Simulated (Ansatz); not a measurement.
MoIr4:

```
Ir Mo
1.0
     1.37422    0.79341   11.30610
    -1.37422    0.79341   11.30610
     0.00000   -1.58681   11.30610
Ir Mo
4 1
Direct
  0.60030 0.60030 0.60030
  0.19932 0.19932 0.19932
  0.80068 0.80068 0.80068
  0.39970 0.39970 0.39970
  0.00000 0.00000 0.00000
```

The cell comes from a database or a generator and needn't be the stable form of this composition.

- Program: Ansatz 0.2.0
- Task: relaxation of cell and atoms
- Functional: r2SCAN
- Potentials or basis: Ansatz PAW
- Cutoff: 500 eV (not typed: the program's choice for these potentials)
- k mesh: 11 × 11 × 11
- Occupations: fermi-dirac, width 0.05 eV
- Spin: no spin polarisation

At the start: volume 14.79 Å³/atom.

**Question.** Where does the relaxation end?

**Answer.** It ends after 4 steps and the volume is 14.45 Å³/atom (-2.3 %); space group R-3m (No. 166, to 0.05 Å).

The path:
```csv
step,energy change (eV),largest force (eV/Å),volume (Å³)
1,0.0000,0.0707,73.96
2,-0.0447,0.0171,72.40
3,-0.0453,0.0019,72.23
4,-0.0442,0.0018,72.23
```

Final structure:
```
Ir Mo
1.0
     1.36326    0.78708   11.21901
    -1.36326    0.78708   11.21901
     0.00000   -1.57416   11.21901
Ir Mo
4 1
Cartesian
  0.0000 0.0000 20.2034
  0.0000 0.0000 6.7075
  0.0000 0.0000 26.9496
  0.0000 0.0000 13.4536
  0.0000 0.0000 0.0000
```

Caveat: the plane-wave basis is chosen anew once the cell has moved, so the energies of steps on either side of that aren't comparable; the PAW data sets come from PBE, with cores solved anew for the run's functional, which leaves a small shift of forces and pressure.
